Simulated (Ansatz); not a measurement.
Geometry optimisation, DFT PBE, scalar-relativistic, plane waves, PAW in Ansatz.

The input (input.yaml):

```yaml
crystal:
  lattice:
    - [5.804102, 0.0, 0.0]
    - [-2.902051, 5.488021, 0.0]
    - [0.0, 0.0, 17.587076]
  atoms:
    - { symbol: Zn, position: [0.3333333, 0.0, 0.0568599] }
    - { symbol: Zn, position: [0.4399689, 0.5466044, 0.1022201] }
    - { symbol: O, position: [0.16331, 0.6599533, 0.09088] }
    - { symbol: O, position: [0.2699456, 0.2065578, 0.1362402] }
    - { symbol: Zn, position: [0.8799378, 0.0932089, 0.1475802] }
    - { symbol: Zn, position: [0.9865733, 0.6398133, 0.1929404] }
    - { symbol: O, position: [0.7099144, 0.7531622, 0.1816003] }
    - { symbol: O, position: [0.81655, 0.2997667, 0.2269605] }
    - { symbol: Zn, position: [0.4265422, 0.1864178, 0.2383005] }
    - { symbol: Zn, position: [0.5331778, 0.7330222, 0.2836607] }
    - { symbol: O, position: [0.2565189, 0.8463711, 0.2723206] }
    - { symbol: O, position: [0.3631544, 0.3929755, 0.3176808] }
    - { symbol: C, position: [0.3878116, 0.9936072, 0.3375817] }
    - { symbol: F, position: [0.5077258, 1.1810774, 0.3819325] }
    - { symbol: F, position: [0.2678973, 0.8061371, 0.3819325] }
basis:
  ecutwfc: 420.0
kpoints:
  mp_grid: { grid: [2, 2, 1] }
hamiltonian:
  xc: pbe
  pseudopotentials: { kind: paw, azcp: { folder: soft_1 } }
scf:
  occupations: { method: gaussian, width: 0.02 }
  lower_state_search: "off"
relax:
  f_tol: 0.03
  max_steps: 60
  adjacent_minimum: "off"
  constraints: [{ sites: [0] }]
```

Launched with:

```bash
$ ansatz run input.yaml --threads 2 --pin off --max-ram 5120MiB --backend cpu --events-out ev --progress --plain --runs-dir out
```

Question: Where does it end, and by what steps?

Answer: The run converged. Limits of this set-up: coarse k mesh, thin slab, slab without dipole correction. After 18 steps the energy has fallen by 8.240 eV; O12 moved furthest, 2.06 Å. Parted: O4–Zn9, Zn10–O11. Joined: Zn2–Zn10, Zn2–O12, Zn5–O12.

```csv
step,energy less start (eV),largest force component (eV/Å),accepted
0,0.0000,5.124,yes
1,-2.2744,4.917,yes
2,-3.9916,3.915,yes
3,-4.9874,1.430,yes
4,-5.5963,1.698,yes
5,-6.0929,1.062,yes
6,-6.5850,1.224,yes
7,-7.0219,1.072,yes
8,-7.4021,0.763,yes
9,-7.5961,0.604,yes
10,-7.7631,0.410,yes
11,-7.8959,0.326,yes
12,-8.0453,0.354,yes
13,-8.1630,0.245,yes
14,-8.2170,0.206,yes
15,-8.2330,0.200,yes
16,-8.2383,0.145,yes
17,-8.2374,0.268,no
18,-8.2399,0.024,yes
```

```xyz
15
Lattice="5.8041 0.0000 0.0000 -2.9021 5.4880 0.0000 0.0000 0.0000 17.5871" Properties=species:S:1:pos:R:3
Zn 1.935 0.000 1.000
Zn 1.254 2.894 1.684
O -0.393 3.924 1.594
O 0.720 1.284 0.750
Zn 5.350 0.685 2.374
Zn 4.175 3.267 2.980
O 2.412 4.200 2.699
O 3.606 1.415 2.748
Zn 2.208 0.820 3.908
Zn 1.323 3.756 4.269
O -1.195 4.513 4.627
O 0.726 1.959 3.553
C -0.117 4.373 5.462
F 0.111 5.719 5.996
F -0.454 3.633 6.551
```

Run time: 110 s on 2 threads of Arm Neoverse V1, with other jobs on the host, peak memory 0.94 GiB.
